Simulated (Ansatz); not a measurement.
I need an atomisation energy of AlFGeH₄, SMILES [F][GeH2][AlH2]. Use Ansatz 0.2.0 through its Python package. Settings (for the species named): CCSD(T), cc-pVDZ basis, multiplicity 1.

```xyz
7

F    -2.1697   -0.5098    0.4586
Ge   -0.8235   -0.2820   -0.5998
Al    1.0847    0.3625    0.7268
H    -0.4552   -1.6108   -1.3210
H    -1.1028    0.8140   -1.6705
H     2.4130   -0.5565    0.7651
H     1.1148    1.7145    1.5951
```

`alfgeh4_tae.py`
```python
"""Energy to split AlFGeH4 into its atoms."""

from collections import Counter

import ansatz as az

BASIS_SET = "cc-pVDZ"
METHOD = "ccsd_t"


def single_point(molecule, charge=0, unpaired=0):
    calc = molecule.calculation().basis(gaussian=BASIS_SET).correlation(METHOD)
    if charge:
        calc = calc.charge(charge)
    if unpaired:
        calc = calc.spin("collinear", total=unpaired)
    return calc.run().report["free_energy_ev"]


def main() -> None:
    geometry_ang = [
        ("F", [-2.1697, -0.5098, 0.4586]),
        ("Ge", [-0.8235, -0.282, -0.5998]),
        ("Al", [1.0847, 0.3625, 0.7268]),
        ("H", [-0.4552, -1.6108, -1.321]),
        ("H", [-1.1028, 0.814, -1.6705]),
        ("H", [2.413, -0.5565, 0.7651]),
        ("H", [1.1148, 1.7145, 1.5951]),
    ]
    system = az.Crystal.molecule()
    for symbol, xyz in geometry_ang:
        system = system.atom(symbol, xyz)

    # unpaired electrons of the ground-state atoms
    unpaired = {"F": 1, "Ge": 2, "Al": 1, "H": 1}
    counts = Counter(site.symbol for site in system.cartesian_sites)
    atom_energy = {s: single_point(az.Crystal.molecule().atom(s, (0, 0, 0)), 0, unpaired[s]) for s in counts}
    whole = single_point(system, 0, 0)
    for s, e in atom_energy.items():
        print(f"{s:2s} x{counts[s]}  {e:14.5f} eV")
    print(f"AlFGeH4: {whole:.5f} eV")
    split = sum(counts[s] * e for s, e in atom_energy.items()) - whole
    print(f"atomisation energy (no zero-point term): {96.485332 * split:.1f} kJ/mol, {split / sum(counts.values()):.3f} eV an atom")


if __name__ == "__main__":
    main()
```

Running `python alfgeh4_tae.py` prints:
```text
F  x1     -2708.28324 eV
Ge x1    -56473.54335 eV
Al x1     -6583.01307 eV
H  x4       -13.58606 eV
AlFGeH4: -65836.41005 eV
atomisation energy (no zero-point term): 1662.1 kJ/mol, 2.461 eV an atom
```

1662.1 kJ/mol from the electronic energies, without the zero-point term.

Caveats:
- These settings explore the input space; basis and method may be short of convergence.
- The geometry is a force-field or estimated start, not a minimum of this method, and the basis set is short of its limit. All parts are taken at fixed geometry, without zero-point energy.
- In double-zeta sets correlated atomisation energies come out some 10 to 15 % low.
- For Al to Cl the sets with a tight d function, cc-pV(X+d)Z, are usual.
- Wall time of the script: 4.7 s on 1 thread of Arm Neoverse V2, on a shared host, peak memory 0.27 GiB.

(Lines on the test bed's own set-up are left out of the output.)
